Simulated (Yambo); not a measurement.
Here is a Yambo 5.3.0 calculation.

The input g0w00.in:

```
gw0
dyson
el_el_corr
rim_cut
HF_and_locXC
ppa
em1d
RandQpts= 1000000
RandGvec= 50 RL
EXXRLvcs= 80 Ry
VXCRLvcs= 80 Ry
Chimod= "HARTREE"
% BndsRnXp
 1 | 73 |
%
NGsBlkXp= 12 Ry
% LongDrXp
 1 | 1 | 1 |
%
PPAPntXp= 27.21138 eV
% GbndRnge
 1 | 73 |
%
GTermKind= "BG"
DysSolver= "n"
ExtendOut
% QPkrange
 1 | 1 | 12 | 15 |
 3 | 3 | 12 | 15 |
%
```

File scf.in:

```
&CONTROL
  calculation = 'scf'
  prefix = 'pwscf'
  outdir = './tmp'
  pseudo_dir = './pseudo'
/
&SYSTEM
  ibrav = 0
  nat = 3
  ntyp = 2
  ecutwfc = 80
  nbnd = 20
  occupations = 'smearing'
  smearing = 'fd'
  degauss = 0.00367493
  force_symmorphic = .true.
/
&ELECTRONS
  conv_thr = 6d-10
  electron_maxstep = 120
  mixing_beta = 0.5
/
ATOMIC_SPECIES
Mo    95.9500 Mo.upf
S     32.0600 S.upf
CELL_PARAMETERS angstrom
   3.1841260822    0.0000000000    0.0000000000
  -1.5920630411    2.7575340760    0.0000000000
   0.0000000000    0.0000000000   17.3345999500
ATOMIC_POSITIONS crystal
Mo     0.0000000000    0.0000000000    0.0000000000
S      0.3333333333    0.6666666667    0.9105070200
S      0.3333333333    0.6666666667    0.0894929800
K_POINTS automatic
12 12 2 0 0 0
```

nscf.in

```
&CONTROL
  calculation = 'nscf'
  prefix = 'pwscf'
  outdir = './tmp'
  pseudo_dir = './pseudo'
/
&SYSTEM
  ibrav = 0
  nat = 3
  ntyp = 2
  ecutwfc = 80
  nbnd = 73
  occupations = 'fixed'
  force_symmorphic = .true.
/
&ELECTRONS
  conv_thr = 1d-08
  diago_full_acc = .true.
  diago_thr_init = 1d-06
/
ATOMIC_SPECIES
Mo    95.9500 Mo.upf
S     32.0600 S.upf
CELL_PARAMETERS angstrom
   3.1841260822    0.0000000000    0.0000000000
  -1.5920630411    2.7575340760    0.0000000000
   0.0000000000    0.0000000000   17.3345999500
ATOMIC_POSITIONS crystal
Mo     0.0000000000    0.0000000000    0.0000000000
S      0.3333333333    0.6666666667    0.9105070200
S      0.3333333333    0.6666666667    0.0894929800
K_POINTS automatic
3 3 1 0 0 0
```

Potentials or basis: PseudoDojo 0.4.1 SR PBEsol standard.

Run with:

```console
$ OMP_NUM_THREADS=1 pw.x -in scf.in > scf.out
$ OMP_NUM_THREADS=1 pw.x -in nscf.in > nscf.out
$ cd tmp/pwscf.save; p2y; mv SAVE ../..; cd ../..
$ OMP_NUM_THREADS=1 yambo
$ OMP_NUM_THREADS=1 yambo -F g0w00.in -J g0w00 -C g0w00_out
```

**Question.** Predict the quasiparticle gap.

**Answer.** 2.97 eV.

**Question.** Predict the least direct quasiparticle gap.

**Answer.** 2.98 eV.

**Question.** What does it give for the quasiparticle gap at Γ?

**Answer.** 3.95 eV.

**Question.** Predict the band gap of the same states before the correction.

**Answer.** 1.59 eV.

Quasiparticle terms (eV):
```
              k point  band  Kohn-Sham level     Vxc      Σx     Σc     Z  result
(0.000, 0.000, 0.000)    12            -1.59  -16.05  -18.02   1.41  0.77   -2.02
(0.000, 0.000, 0.000)    13             0.00  -15.28  -16.14   0.47  0.77   -0.31
(0.000, 0.000, 0.000)    14             2.73  -15.49  -11.00  -3.30  0.77    3.64
(0.000, 0.000, 0.000)    15             2.73  -15.49  -11.00  -3.30  0.77    3.64
(0.333, 0.333, 0.000)    12            -2.14  -14.40  -17.50   2.19  0.76   -2.83
(0.333, 0.333, 0.000)    13            -0.07  -16.36  -17.27   0.60  0.77   -0.31
(0.333, 0.333, 0.000)    14             1.59  -17.49  -12.82  -3.26  0.77    2.67
(0.333, 0.333, 0.000)    15             3.05  -15.25  -10.33  -3.59  0.78    4.08
```

Caveat: the k mesh is coarse (spacing up to 0.76 Å⁻¹), so the values aren't converged; the screening block or the number of bands is too small for a converged GW gap; this version prints the column dSc/dw multiplied by 27.2; the terminator is approximate in this version, by hundredths of an eV.
